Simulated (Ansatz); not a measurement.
Predict the output of the script below (the Python package of Ansatz (0.2.0)).

Contents of `POSCAR_gd3ga`:
```text
Gd3Ga
1.0
   4.75903673    0.00000000    0.00000000
   0.00000000    4.75903673    0.00000000
   0.00000000    0.00000000    4.75903673
Gd Ga
3 1
Direct
   0.00000000    0.50000000    0.50000000
   0.50000000    0.00000000    0.50000000
   0.50000000    0.50000000    0.00000000
   0.00000000    0.00000000    0.00000000
```

The script, `kconv_gd3ga.py`:
```python
import logging
import sys

import ansatz as az
from ase.io import read
import pandas as pd

logging.basicConfig(stream=sys.stdout, format="%(name)s: %(message)s")
log = logging.getLogger("calc")
log.setLevel(logging.INFO)

atoms = read("POSCAR_gd3ga", format="vasp")
crystal = az.Crystal.from_ase(atoms).moments(Gd=7)

base = (
    crystal.calculation()
    .basis(31 * az.Ry)
    .functional(az.Functional.PBESOL)
    .occupations("fermi_dirac", width=0.15)
    .spin(az.SpinTreatment.COLLINEAR)
    .scf(max_iterations=85)
)

rows = []
for value in [(2, 2, 2), (3, 3, 3), (4, 4, 4), (5, 5, 5), (6, 6, 6)]:
    r = base.kpoints(mesh=value).run().report
    rows.append((value, r["free_energy_ev"] / len(r["lattice"]["sites"]), r["n_iterations"], r["magnetization_mub"], r["n_kpoints"]))

table = pd.DataFrame(rows, columns=["mesh", "F/atom (eV)", "iterations", "moment (muB)", "k-points"])
print(table.round(5).to_string(index=False))

for row in rows[:-1]:
    shift = 1000 * (row[1] - rows[-1][1])
    log.info(f"{row[0]}: {shift:+.2f} meV/atom" + ("  (within 1 meV)" if abs(shift) < 1 else ""))
```

```console
$ python kconv_gd3ga.py
     mesh  F/atom (eV)  iterations  moment (muB)  k-points
(2, 2, 2)  -7857.06587          11      21.71026         4
(3, 3, 3)  -7857.11913          11      22.34976         4
(4, 4, 4)  -7857.11173          10      22.25918        10
(5, 5, 5)  -7857.11481          11      22.35241        10
(6, 6, 6)  -7857.11610          10      22.27101        20
calc: (2, 2, 2): +50.23 meV/atom
calc: (3, 3, 3): -3.03 meV/atom
calc: (4, 4, 4): +4.37 meV/atom
calc: (5, 5, 5): +1.29 meV/atom
```

Notes:
- Open f shells: without a Hubbard U, without spin-orbit coupling; the state reached hangs on the start and needn't be the lowest.
- The overall sign of a collinear moment is arbitrary, and semilocal functionals can give small moments to compounds that are paramagnetic.
- A Fermi-Dirac width this large means warm electrons, whose thermal share enters the free energy.
- The structure comes from a database of computed cells and needn't be a stable or known phase.
- Shifts are counted from the finest mesh, which is itself no proven limit.
- Run time: 19 s on 1 thread of AMD EPYC 9R45 96-Core Processor (Zen 5), on a shared host, peak memory 0.72 GiB.
